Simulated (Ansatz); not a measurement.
**C₂H₃F₂Ga: up Jacob's ladder to CCSD(T)**

How much do the methods differ for C₂H₃F₂Ga? The plan is to run it at one geometry with functionals of several rungs and with coupled cluster. The yardstick is the atomisation energy at the CCSD(T) limit.

Computed with Ansatz 0.2.0, Gaussian basis. Level: functionals in def2-TZVPP, the program's frozen cores in correlated methods.

Levels to be run: PBE-D4, r2SCAN-D4, PBE0-D4, B3LYP-D4, ωB97X-V, ωB97M-V, B2PLYP; CCSD(T)/def2-TZVPP; MP2/def2-QZVPP; extrapolation to the limit.

## Step 1: Structure used throughout

The geometry comes from an earlier relaxation with PBE0-D4 in a triple-zeta def2 set; it is a stationary point, not always the lowest conformer.

8 atoms, charge 0, spin multiplicity 1.

Atoms are counted from 1 here; the program's logs count them from 0.

Bond lengths: F1–C2 1.308 Å, C2–F3 1.308 Å, C2–C4 1.323 Å, C4–H6 1.079 Å, C4–H7 1.079 Å, Ga5–H8 1.684 Å. Angles: F1–C2–F3 110.2°, F1–C2–C4 124.9°, F3–C2–C4 124.9°, C2–C4–H6 120.0°, C2–C4–H7 120.0°, H6–C4–H7 120.0°.

## Step 2: PBE-D4 (GGA)

The input, in.yaml:

```yaml
crystal:
  periodic: [false, false, false]
  atoms:
    - {symbol: F, position_ang: [1.953640, -0.331010, -0.725717]}
    - {symbol: C, position_ang: [1.075632, -0.310346, 0.243404]}
    - {symbol: F, position_ang: [1.257434, -1.332538, 1.038661]}
    - {symbol: C, position_ang: [0.154278, 0.624605, 0.410510]}
    - {symbol: Ga, position_ang: [-1.521161, -1.056511, -1.209600]}
    - {symbol: H, position_ang: [-0.504679, 0.585350, 1.264133]}
    - {symbol: H, position_ang: [0.101736, 1.457872, -0.273048]}
    - {symbol: H, position_ang: [-2.424778, 0.305578, -0.804142]}
basis:
  gaussian: {orbitals: def2-TZVPP}
hamiltonian: {xc: pbe, dispersion: d4}
output: {forces: true, orbitals: {seedname: orbitals}}
```

Launch:

```
> ansatz run in.yaml --threads 4 --pin off --events-out ev --progress --plain --max-ram 10444MiB
```

The runs that follow: r2SCAN-D4 (meta-GGA); PBE0-D4 (hybrid); B3LYP-D4 (hybrid); ωB97X-V (range-separated); ωB97M-V (range-separated); B2PLYP (double hybrid); CCSD(T) in def2-TZVPP; MP2 in def2-QZVPP.

Before running them: what should the planned runs give, taken together? Wanted: atomisation energy, CCSD(T)/CBS; farthest; mean size of error, hybrid; mean size of error, range-separated; gap, smallest and largest; T1 diagnostic; triples share of the correlation energy.

**Answer**, as computed:

| quantity | value |
| --- | --- |
| atomisation energy, CCSD(T)/CBS | 2755.4 kJ/mol |
| functionals within 27.6 kJ/mol (1.0 %) | r2SCAN-D4, PBE0-D4, B3LYP-D4, ωB97X-V, ωB97M-V |
| farthest | PBE-D4 (+113.5 kJ/mol) |
| mean size of error, hybrid | 11.1 kJ/mol |
| mean size of error, range-separated | 8.4 kJ/mol |
| gap, smallest and largest | 2.51 eV (PBE-D4), 8.26 eV (ωB97X-V) |
| T1 diagnostic | 0.0131 |
| triples share of the correlation energy | 3.6 % |

What this shows: PBE-D4 is off by +113.5 kJ/mol. Double hybrids carry the basis error of their MP2 part in triple zeta, and no dispersion term here, so their miss is partly the set-up's. The reference freezes the cores and leaves out relativity and excitations past (T), and its outer-core shells are covered unevenly, so misses under about 27.6 kJ/mol can't be ranked. Hartree-Fock recovers 69 % of the binding; the rest is correlation. The gap grows from 2.5 to 8.3 eV across the functionals, mostly with the share of exact exchange. Correlated methods include outer-core shells of Ga, which these sets cover unevenly.
